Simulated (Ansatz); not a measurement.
# CeC (CsCl type): response to moved atoms and strain

Aim: move atoms of CeC (CsCl type) or strain its cell, and read the forces, the stress and the rise in energy. This structure was made by substitution into a known type, so it needn't be the compound's stable form.

Method: DFT PBEsol, scalar-relativistic, plane waves, PAW, in Ansatz 0.2.0.

**1. The starting structure**

Symmetry: Pm-3m, No. 221, cubic system. Conventional cell: a = 3.055 Å, b = 3.055 Å, c = 3.055 Å, α = 90.00°, β = 90.00°, γ = 90.00°. Around Ce (site symmetry m-3m) lie 8 C at 2.65 Å. C (site symmetry m-3m) is surrounded by 8 Ce at 2.65 Å.

Structure file:

```
CELL_PARAMETERS angstrom
3.05525 0.00000 0.00000
0.00000 3.05525 0.00000
0.00000 0.00000 3.05525
ATOMIC_POSITIONS crystal
Ce 0.00000 0.00000 0.00000
C 0.50000 0.50000 0.50000
```

An earlier run at PBEsol left this cell at 14.260 Å³/atom and -0.01 GPa (10×10×10 mesh).

The changes: atom 1 (Ce) moved 0.05 Å along y; strain e4 = -0.01, atoms carried along.

**2. Atom 1 (Ce) moved 0.05 Å along y**

File input.yaml:

```yaml
crystal:
  lattice:
    - [3.0552484949, 0.0, 0.0]
    - [0.0, 3.0552484949, 0.0]
    - [0.0, 0.0, 3.0552484949]
  atoms:
    - { symbol: Ce, position: [0.0, 0.016365281, 0.0] }
    - { symbol: C, position: [0.5, 0.5, 0.5] }
basis:
  ecutwfc: 420
  ecutrho_ratio: 4
kpoints:
  mp_grid: { grid: [10, 10, 10] }
hamiltonian:
  xc: pbesol
scf:
  occupations: { method: gaussian, width: 0.05 }
output:
  forces: true
  stress: true
  eigenvalues: true
```

Further steps of the session: Strain e4 = -0.01, atoms carried along.

Q: Predict the outcome of this session. Wanted: for each run, change; change of free energy; largest force; largest change of stress.

**Answer**, as computed:

| change | change of free energy (meV/atom) | largest force (eV/Å) | largest change of stress (GPa) |
| --- | --- | --- | --- |
| atom 1 (Ce) moved 0.05 Å along y | -0.43 | 0.031 | 0.32 |
| strain e4 = -0.01, atoms carried along | -0.54 | 0.000 | 1.21 |

Moving atom 1 by 0.05 Å meets a driving force of 0.031 eV/Å along the move, a force constant of about -0.6 eV/Å². Under e4 = -0.01 the matching stress changes by -1.21 GPa (compression positive), while the largest change is -1.21 GPa in component yz. The stress drives this strain further, which points to an instability. A distortion lowers the energy, so the starting cell or its electronic state is no minimum. Spin polarisation wasn't allowed in this run. No U acts on the 4f shell, so its levels can lie too near the Fermi level. Spin–orbit coupling is left out, though the cell holds Ce; it splits the 4f levels.
